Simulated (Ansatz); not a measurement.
**FGeHS (SMILES [F][Ge][SH]): a rigid scan of the bond length F1–Ge2**

One table from this session's results is given with a row withheld; the runs are named, their logs left out.

Computed with Ansatz 0.2.0, Gaussian basis. Level: single points in def2-TZVPP.

Levels: PBE-D4, r2SCAN-D4, PBE0-D4, B3LYP-D4, wB97M-V, Hartree-Fock, MP2, CCSD, CCSD(T). The scan takes 1.511, 1.563, 1.639, 1.727, 1.825, 1.931, 2.043, 2.161, 2.284 Å.

Cores are frozen in the correlated methods. Filled d shells of the heavier atoms are correlated. B3LYP uses VWN-RPA correlation.

27 further runs of the same task are left out: 9 that didn't finish, 18 set aside as unsound or not needed.

**The starting structure**

SMILES `[F][Ge][SH]`, 4 atoms, charge 0, spin multiplicity 1.

Atoms are counted from 1 here; the program's logs count them from 0.

Bond lengths: F1–Ge2 1.693 Å, Ge2–S3 2.220 Å, S3–H4 1.501 Å. Angles: F1–Ge2–S3 109.0°, Ge2–S3–H4 92.6°.

Coordinates:

```
atom     x (Å)     y (Å)     z (Å)
  F1  -1.99740   0.47800   0.74640
 Ge2  -0.38840  -0.02470   0.89910
  S3   0.55980  -0.03110  -1.10830
  H4   1.88160  -0.48250  -0.55740
```

Set-up of the first run:

The input, pre/in.yaml:

```yaml
crystal:
  periodic: [false, false, false]
  atoms:
    - {symbol: F, position_ang: [-1.997400, 0.478000, 0.746400]}
    - {symbol: Ge, position_ang: [-0.388400, -0.024700, 0.899100]}
    - {symbol: S, position_ang: [0.559800, -0.031100, -1.108300]}
    - {symbol: H, position_ang: [1.881600, -0.482500, -0.557400]}
basis:
  gaussian: {orbitals: def2-SVP}
hamiltonian: {xc: pbe, dispersion: d4}
relax: {f_tol: 0.03, max_steps: 250}
```

The command line of these runs was not kept.

Steps of the session up to this table: A first relaxation in a small basis; Finding the minimum; Reference energies at the minimum; F1–Ge2 = 1.511 Å; F1–Ge2 = 1.563 Å; F1–Ge2 = 1.639 Å; F1–Ge2 = 1.727 Å; F1–Ge2 = 1.825 Å; F1–Ge2 = 1.931 Å; F1–Ge2 = 2.043 Å; F1–Ge2 = 2.161 Å; F1–Ge2 = 2.284 Å.

One table of the session follows, with a row left open; its other results are not shown here.

It belongs to the step «The curves». Energies less that of the minimum at the same level (kcal/mol):

| bond length (Å) | PBE-D4 | PBE0-D4 | B3LYP-D4 | wB97M-V | Hartree-Fock |
| --- | --- | --- | --- | --- | --- |
| 1.511 | 32.0 | 27.9 | 30.2 | 28.5 | 23.7 |
| 1.563 | ? | ? | ? | ? | ? |
| 1.639 | 6.8 | 4.9 | 6.0 | 5.1 | 2.9 |
| 1.727 | 0.7 | 0.3 | 0.5 | 0.3 | -0.3 |
| 1.757 (minimum) | 0.0 | 0.0 | 0.0 | 0.0 | 0.0 |
| 1.825 | 0.1 | 1.2 | 0.6 | 1.1 | 2.3 |
| 1.931 | 3.9 | 6.3 | 5.0 | 6.3 | 9.2 |
| 2.043 | 10.5 | 14.4 | 12.3 | 14.4 | 18.8 |
| 2.161 | 19.0 | 24.1 | 21.3 | 24.3 | 29.9 |
| 2.284 | 28.3 | 34.6 | 31.1 | 35.1 | 41.6 |

Q: Estimate the row for bond length (Å) = 1.563 from the others.

Worked estimate for «PBE-D4». A straight line through the neighbours (1.511, 32.0) and (1.639, 6.8) gives 32.0 + (6.8 − 32.0) × (1.563 − 1.511) / (1.639 − 1.511) = 21.8; a parabola fitted to 3 rows on both sides gives 19.4.

As computed: PBE-D4: 18.8; PBE0-D4: 15.5; B3LYP-D4: 17.4; wB97M-V: 15.9; Hartree-Fock: 12.2. In «PBE-D4» the line misses by +3.0 and the parabola by +0.6.

Caveats from the session: A polynomial through the near points puts the CCSD(T) minimum 0.006 Å below the PBE0-D4 value.
